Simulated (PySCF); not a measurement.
# GeOCl₂: relaxation and vibrations of the singlet

Where does singlet GeOCl₂ go from a trigonal pyramidal start, is the end point a minimum, and what are its modes, charges and moments?

Program: PySCF 2.14.0. Level of theory: PBE0, basis Ge def2-TZVP, O def2-TZVP, Cl def2-TZVP, no relativity, density fitting. These are calculated values, not measurements.

### 1 Where the work starts

4 atoms, charge 0, spin multiplicity 1.

Bond lengths: Ge1–O2 1.680 Å, Ge1–Cl3 2.200 Å, Ge1–Cl4 2.200 Å. Angles: O2–Ge1–Cl3 99.8°, O2–Ge1–Cl4 99.8°, Cl3–Ge1–Cl4 99.8°.

```xyz
4
charge 0 multiplicity 1
Ge    0.0000   -0.5985    0.0000
O     1.6799   -0.5843    0.0000
Cl   -0.3842    0.7662   -1.6822
Cl   -0.3842    0.7662    1.6822
```

### 2 First SCF at the start

The steps below are one call of a driver around PySCF. For each, scf.py gives the equivalent set-up of the SCF; relaxations use the driver's own optimiser. After this first run the driver tries any further starts and a stability analysis.

Contents of scf.py:

```python
from pyscf import gto, scf, dft
mol = gto.M(atom='''
Ge    -0.000000    -0.598480     0.000010
O      1.679930    -0.584320     0.000030
Cl    -0.384220     0.766220    -1.682240
Cl    -0.384180     0.766190     1.682200''',
    basis={'Ge': 'def2-TZVP', 'O': 'def2-TZVP', 'Cl': 'def2-TZVP'},
    charge=0, spin=0)
mf = dft.RKS(mol, xc='PBE0')
mf.grids.atom_grid = (50, 194)
aux = {'Ge': 'def2-universal-JKFIT', 'O': 'def2-universal-JKFIT', 'Cl': 'def2-universal-JKFIT'}
mf = mf.density_fit(auxbasis=aux)
mf.conv_tol = 1e-08
mf.diis_space = 10
mf.max_cycle = 60
mf.init_guess = 'minao'
mf.verbose = 4
mf.kernel()
```

Command:

```console
$ OMP_NUM_THREADS=4 python axn.py task.json out
```

The runs that follow: Relaxing the singlet from the trigonal pyramidal start; Frequencies.

**Question.** What will these runs give? Wanted: minimum; geometry; wavenumbers; dipole moment; highest occupied, lowest empty level; polar-tensor charge of Ge1; zero-point energy; atomisation energy.

**Answer**, as computed:

```
                                 quantity                                                                   value
                                  minimum                                                            singlet, C2v
                                 geometry  Ge–Cl 2.110 Å (×2), Ge–O 1.623 Å; Cl–Ge–Cl 106.8°, Cl–Ge–O 126.6° (×2)
                       wavenumbers (cm⁻¹)             158 (a1), 189 (b1), 216 (b2), 433 (a1), 460 (b2), 1005 (a1)
                            dipole moment                                                                  2.72 D
     highest occupied, lowest empty level                                                         -8.81, -2.76 eV
               polar-tensor charge of Ge1                                                                 +1.58 e
                        zero-point energy                                                             14.7 kJ/mol
                      entropy at 298.15 K                                                         316.8 J/(mol K)
atomisation energy (no zero-point energy)                                                             1138 kJ/mol
```

In words: From Cs at the start the molecule goes to a C2v minimum. The strongest infrared band lies at 460 cm⁻¹ (b2, stretch). Other starts or spin states, not run here, may lie lower.
